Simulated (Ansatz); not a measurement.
# TiN (octet): from Hartree-Fock to the top rungs, def2-TZVPP

The task here is to estimate one member of a computed series from the others.

Computed with Ansatz 0.2.0, Gaussian basis. Level: def2-TZVPP, core rule «outside noble gas», up to 10 orbitals frozen.

Plan: UHF; ROHF; CCSD(T) on UHF.

### The geometry

The geometry is a PBE0/def2-TZVP stationary point (not a proven minimum) of the parent state, kept for this charge and spin.

2 atoms, charge 0, spin multiplicity 8.

Atoms are counted from 1 here; the program's logs count them from 0.

Bond lengths: Ti1–N2 2.040 Å.

The first run:

File in.yaml:

```yaml
crystal:
  periodic: [false, false, false]
  atoms:
    - {symbol: Ti, position_ang: [0.000000, 0.000000, 0.000000]}
    - {symbol: N, position_ang: [0.000000, 0.000000, 2.039600]}
basis:
  gaussian: {orbitals: def2-TZVPP}
magnetization: {spin_polarized: true, initial_magnetization: 7}
hamiltonian: {xc: hf}
output: {orbitals: {seedname: orbitals}}
```

Started as:

```bash
$ ansatz run in.yaml --threads 1 --pin off --events-out ev --progress --plain --max-ram 2816MiB --backend cpu
```

Steps of the session up to this table: UHF; ROHF; CCSD(T) on UHF.

One table of the session follows, with a row left open; its other results are not shown here.

It belongs to the step «Misses and costs». 

| method | from UCCSD(T) (meV) |
| --- | --- |
| ROHF | +4613.4 |
| UHF | +4423.3 |
| UMP2 | ? |
| UCCSD | +112.1 |
| UCCSD(T) | 0 |

**Question.** Estimate the row for UMP2.

The run gave: from UCCSD(T) (meV): +789.6. In the column «from UCCSD(T) (meV)» it lies between UCCSD (+112.1) and UHF (+4423.3).
